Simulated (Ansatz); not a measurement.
**CH₅BClIn: up Jacob's ladder to CCSD(T)**

The task here is to estimate one member of a computed series from the others.

Program: Ansatz 0.2.0, Gaussian basis. Level of theory: functionals in def2-TZVPP, the program's frozen cores in correlated methods. These are calculated values, not measurements.

The runs, in order: LDA (SPW92), PBE-D4, revPBE-D4, BLYP-D4, r2SCAN-D4, B97M-V, PBE0-D4, B3LYP-D4, r2SCANh-D4, r2SCAN0-D4, HSE06-D4, BHLYP-D4, CAM-B3LYP-D4, LC-ωPBE, ωB97X-V, ωB97M-V, B2PLYP, PBE-QIDH; CCSD(T)/def2-SVP; CCSD(T)/def2-TZVPP; CCSD(T)/def2-QZVPP; extrapolation to the limit; RPA on PBE.

## Structure used throughout

All runs share one geometry, relaxed beforehand with PBE0-D4 in a triple-zeta def2 set. In takes the def2 core potential; no spin-orbit term is included.

SMILES `C[B](Cl)[InH2]`, 9 atoms, charge 0, spin multiplicity 1.

Atoms are counted from 1 here; the program's logs count them from 0.

Bond lengths: C1–B2 1.555 Å, C1–H5 1.093 Å, C1–H6 1.100 Å, C1–H7 1.093 Å, B2–Cl3 1.768 Å, B2–In4 2.263 Å, In4–H8 1.732 Å, In4–H9 1.732 Å. Angles: B2–C1–H5 114.1°, B2–C1–H6 106.4°, B2–C1–H7 113.0°, H5–C1–H6 107.4°, H5–C1–H7 109.8°, H6–C1–H7 105.6°, C1–B2–Cl3 117.8°, C1–B2–In4 127.3°, Cl3–B2–In4 114.8°, B2–In4–H8 122.6°, B2–In4–H9 122.3°, H8–In4–H9 115.0°.

Set-up of the first run:

The input, in.yaml:

```yaml
crystal:
  periodic: [false, false, false]
  atoms:
    - {symbol: C, position_ang: [0.370621, 1.168406, -0.917703]}
    - {symbol: B, position_ang: [0.606961, -0.008541, 0.070137]}
    - {symbol: Cl, position_ang: [2.277782, -0.452953, 0.439284]}
    - {symbol: In, position_ang: [-0.961189, -1.305762, 1.060000]}
    - {symbol: H, position_ang: [1.233698, 1.826598, -1.043148]}
    - {symbol: H, position_ang: [0.159137, 0.713995, -1.897373]}
    - {symbol: H, position_ang: [-0.514047, 1.761466, -0.671374]}
    - {symbol: H, position_ang: [-1.581547, -2.746484, 0.324645]}
    - {symbol: H, position_ang: [-1.591406, -0.956727, 2.635531]}
basis:
  gaussian: {orbitals: def2-TZVPP}
hamiltonian: {xc: lda}
output: {orbitals: {seedname: orbitals}}
```

Started as:

```sh
ansatz run in.yaml --threads 2 --pin off --events-out ev --progress --plain --max-ram 20480MiB --backend cpu
```

Among the steps run: LDA; PBE-D4 (GGA); revPBE-D4 (GGA); BLYP-D4 (GGA); r2SCAN-D4 (meta-GGA); B97M-V (meta-GGA); B3LYP-D4 (hybrid); r2SCANh-D4 (hybrid); r2SCAN0-D4 (hybrid); HSE06-D4 (hybrid); BHLYP-D4 (hybrid); CAM-B3LYP-D4 (range-separated); LC-ωPBE (range-separated); ωB97X-V (range-separated); ωB97M-V (range-separated); B2PLYP (double hybrid); PBE-QIDH (double hybrid).

One table of the session follows, with a row left open; its other results are not shown here.

It belongs to the step «Orbital energies across the functionals». 

| functional | HOMO (eV) | LUMO (eV) | gap (eV) |
| --- | --- | --- | --- |
| LDA (SPW92) | -5.98 | -2.75 | 3.23 |
| PBE-D4 | -5.85 | -2.48 | 3.37 |
| revPBE-D4 | -5.80 | -2.37 | 3.42 |
| BLYP-D4 | -5.74 | -2.44 | 3.30 |
| r2SCAN-D4 | -6.07 | -2.21 | 3.87 |
| B97M-V | -6.13 | -2.47 | 3.66 |
| PBE0-D4 | -6.95 | -1.75 | 5.20 |
| B3LYP-D4 | -6.78 | -2.02 | 4.75 |
| r2SCANh-D4 | ? | ? | ? |
| r2SCAN0-D4 | -7.10 | -1.59 | 5.50 |
| HSE06-D4 | -6.56 | -2.11 | 4.45 |
| BHLYP-D4 | -7.98 | -1.11 | 6.86 |
| CAM-B3LYP-D4 | -8.24 | -0.96 | 7.29 |
| LC-ωPBE | -9.52 | 0.16 | 9.68 |
| ωB97X-V | -9.19 | 0.01 | 9.21 |
| ωB97M-V | -9.03 | -0.28 | 8.75 |

**Question.** Estimate the row for r2SCANh-D4.

Worked estimate for «HOMO (eV)». Against the share of exact exchange, r2SCAN-D4 (0, -6.07), r2SCAN0-D4 (0.25, -7.10) give a slope of -4.12 per unit share; at 0.1 the line stands at -6.48.

The run gave: HOMO (eV): -6.48; LUMO (eV): -1.96; gap (eV): 4.53. In «HOMO (eV)» the line misses by 0.00.
